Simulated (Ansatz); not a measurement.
# UPBE-QIDH/cc-pVTZ run of S2 (sulfur dimer)

Aim: the electronic atomisation energy of S2 (sulfur dimer) at UPBE-QIDH/cc-pVTZ, from 2 runs. 

Program for the calculation: Ansatz 0.2.0.

18 further runs of the same task are left out: 1 that didn't finish, 17 set aside as unsound or not needed.

**1. Starting point**

S2 has 2 atoms, charge 0, and is taken as a triplet. As SMILES, `S=S`. Geometry: the measured bond length.

Bond lengths: S1–S2 1.889 Å.

**2. A single-point energy at UPBE-QIDH/cc-pVTZ**

The input, molecule.yaml:

```yaml
crystal:
  periodic: [false, false, false]
  atoms:
    - {symbol: S, position_ang: [0.000000, 0.000000, 0.000000]}
    - {symbol: S, position_ang: [0.000000, 0.000000, 1.889200]}
basis:
  gaussian:
    orbitals: cc-pVTZ
magnetization:
  spin_polarized: true
  initial_magnetization: 2
hamiltonian:
  xc: {name: PBE-QIDH}
correlation:
  frozen_orbitals: {S: 5}
accuracy: high
output:
  orbitals: {seedname: orbitals}
```

Command:

```sh
$ ansatz run molecule.yaml --threads 1 --pin off --max-ram 3480MiB --events-out events.jsonl --progress --plain --runs-dir runs
```

Standard output:

```text
Warning: RAYON_NUM_THREADS=1 ignored (pool sized by the plan → 1); use --threads N
Functional definition: PBE-QIDH
  name "PBE-QIDH"
  parameter a = 3^(-1/3)
  parameter c = 1/3
  exchange = (1 - a)*pbe_x + a*exact_x
  correlation = (1 - c)*pbe_c + c*(mp2_os + mp2_ss)
939 factors; integrals over basis functions are off by at most 3.5e-9 eV
mean field evaluation 1: about -21655.2140 eV, gradient 4.8e0 eV
mean field evaluation 2: about -21655.3691 eV, gradient 5.0e0 eV
mean field evaluation 4: about -21655.6440 eV, gradient 9.0e-1 eV
mean field evaluation 8: about -21655.6540 eV, gradient 8.4e-3 eV
mean field evaluation 16: about -21655.6540 eV, gradient 6.0e-6 eV
mean field evaluation 32: about -21654.2737 eV, gradient 5.7e0 eV
mean field -21655.65403253 eV, -795.8306069661 hartree, gradient 2.6e-8 eV, S^2 2.029872; 4 other end points of the search recorded, 0 dependent functions left out
10 core orbitals not correlated: weight in the atoms' cores, before any rotation towards them, 1.000 or more for the frozen orbitals, at most 0.000 for the correlated occupied ones
reference -21655.65403313 eV, -795.8306069879 hartree; 7, 5 occupied and 51, 53 virtual orbitals, 939 factors
second order -9.81869676 eV of doubles, -0.00000000 eV of singles
Total energy: -21658.92693204 eV, -795.9508838047 hartree
```

It took 5.1 s on 1 thread of Intel Xeon Platinum 8488C (Sapphire Rapids), shared host; peak memory 0.2 GiB.

**3. The S atom**

The input, in.yaml:

```yaml
crystal:
  periodic: [false, false, false]
  atoms:
    - {symbol: S, position_ang: [0.000000, 0.000000, 0.000000]}
basis:
  gaussian: {orbitals: cc-pVTZ}
accuracy: high
hamiltonian: {xc: {name: PBE-QIDH}}
correlation: {frozen_orbitals: {S: 5}}
magnetization: {spin_polarized: true, initial_magnetization: 2}
```

Command:

```sh
$ ansatz run in.yaml --threads 1 --pin off --max-ram 3480MiB --events-out events.jsonl --progress --plain --runs-dir runs
```

Standard output:

```text
Warning: RAYON_NUM_THREADS=1 ignored (pool sized by the plan → 1); use --threads N
[... 6 set-up lines as earlier in the session ...]
334 factors; integrals over basis functions are off by at most 2.5e-9 eV
mean field evaluation 1: about -10825.9266 eV, gradient 4.6e0 eV
mean field evaluation 2: about -10825.9277 eV, gradient 4.6e0 eV
mean field evaluation 4: about -10826.0934 eV, gradient 3.0e-1 eV
mean field evaluation 8: about -10826.0948 eV, gradient 3.5e-3 eV
mean field evaluation 16: about -10826.0948 eV, gradient 4.6e-8 eV
mean field -10826.09484686 eV, -397.8516474314 hartree, gradient 4.4e-8 eV, S^2 2.007852; 0 other end points of the search recorded, 0 dependent functions left out
5 core orbitals not correlated: weight in the atoms' cores, before any rotation towards them, 1.000 or more for the frozen orbitals, at most 0.000 for the correlated occupied ones
reference -10826.09484740 eV, -397.8516474512 hartree; 4, 2 occupied and 25, 27 virtual orbitals, 334 factors
second order -3.61482477 eV of doubles, -0.00000000 eV of singles
Total energy: -10827.29978899 eV, -397.8959282379 hartree
```

Wall time 0.83 s (1 thread of Intel Xeon Platinum 8488C (Sapphire Rapids), shared host); peak memory 0.11 GiB.

**4. Results**

At UPBE-QIDH/cc-pVTZ, 10 core orbitals frozen:

| quantity | value |
| --- | --- |
| molecule: total energy | -795.95088 Eh |
| molecule: HOMO energy (SCF part's orbitals) (highest over α and β) | -9.19 eV |
| molecule: LUMO energy (SCF part's orbitals) (lowest over α and β) | -1.53 eV |
| molecule: ⟨S²⟩ | 2.030 |
| S atom: total energy | -397.89593 Eh |
| S atom: ⟨S²⟩ | 2.008 |
| electronic atomisation energy | 4.327 eV |

**Reading.** Taking the molecule apart into free atoms costs 4.33 eV (100 kcal/mol), before zero-point energy and without spin-orbit coupling.
